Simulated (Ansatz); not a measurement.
# Al5Te2O: the cost of one run

Method: DFT PBE, scalar-relativistic, plane waves, PAW, in Ansatz 0.2.0.

### Step 1. The starting structure

Symmetry: P4/mmm, No. 123, tetragonal system. The conventional cell has a = 4.069 Å, b = 4.069 Å, c = 8.884 Å, α = 90.00°, β = 90.00°, γ = 90.00°. Around Al (site symmetry 2mm) lie 6 Al at 2.88 to 3.09 Å and 4 Te at 2.94 to 3.09 Å and 2 O at 2.94 Å. Around Al (site symmetry 4/mmm) lie 4 Te at 2.88 Å and 8 Al at 3.09 Å. Te (site symmetry 4/mmm) has 12 Al at 2.88 to 3.09 Å as nearest neighbours. Te (site symmetry 4/mmm) has 4 O at 2.88 Å and 8 Al at 2.94 Å as nearest neighbours. Around O (site symmetry 4/mmm) lie 4 Te at 2.88 Å and 8 Al at 2.94 Å.

Structure file:

```cif
data_structure
_symmetry_space_group_name_H-M 'P 1'
_symmetry_Int_Tables_number 1
_cell_length_a 4.0686
_cell_length_b 4.0686
_cell_length_c 8.8836
_cell_angle_alpha 90.000
_cell_angle_beta 90.000
_cell_angle_gamma 90.000
_cell_volume 147.06
loop_
_atom_site_label
_atom_site_type_symbol
_atom_site_fract_x
_atom_site_fract_y
_atom_site_fract_z
_atom_site_occupancy
Al1 Al 0.00000 0.50000 0.26113 1
Al2 Al 0.50000 0.00000 0.73887 1
Al3 Al 0.50000 0.00000 0.26113 1
Al4 Al 0.00000 0.50000 0.73887 1
Al5 Al 0.50000 0.50000 0.00000 1
Te1 Te 0.00000 0.00000 0.00000 1
Te2 Te 0.50000 0.50000 0.50000 1
O1 O 0.00000 0.00000 0.50000 1
```

Recipe of the guess: species swapped into a database cell of Al5CuW2 (P4/mmm, No. 123), with O on the Cu sites and Te on the W sites. The dimensions are guesses.

### Step 2. Probe: one point on a coarse mesh

The input, input.yaml:

```yaml
crystal:
  lattice:
    - [4.06860982, 0.0, 0.0]
    - [0.0, 4.06860982, 0.0]
    - [0.0, 0.0, 8.88360636]
  atoms:
    - { symbol: Al, position: [0.0, 0.5, 0.26113299] }
    - { symbol: Al, position: [0.5, 0.0, 0.73886701] }
    - { symbol: Al, position: [0.5, 0.0, 0.26113299] }
    - { symbol: Al, position: [0.0, 0.5, 0.73886701] }
    - { symbol: Al, position: [0.5, 0.5, 0.0] }
    - { symbol: Te, position: [0.0, 0.0, 0.0] }
    - { symbol: Te, position: [0.5, 0.5, 0.5] }
    - { symbol: O, position: [0.0, 0.0, 0.5] }
basis:
  ecutwfc: 420
kpoints:
  mp_grid: { grid: [4, 4, 2] }
hamiltonian:
  xc: pbe
scf:
  occupations: { method: gaussian, width: 0.1 }
  lower_state_search: "off"
output:
  forces: true
  stress: true
  eigenvalues: true
```

The run is started by

```sh
$ ansatz run input.yaml --threads 1 --pin off --max-ram 2048MiB --backend cpu --events-out ev --progress --plain --runs-dir out
```

**Question.** How long does this run take on 1 thread of Arm Neoverse V2, shared host, and how much memory does it need?

About 4.2 s, with a peak of 0.38 GiB.
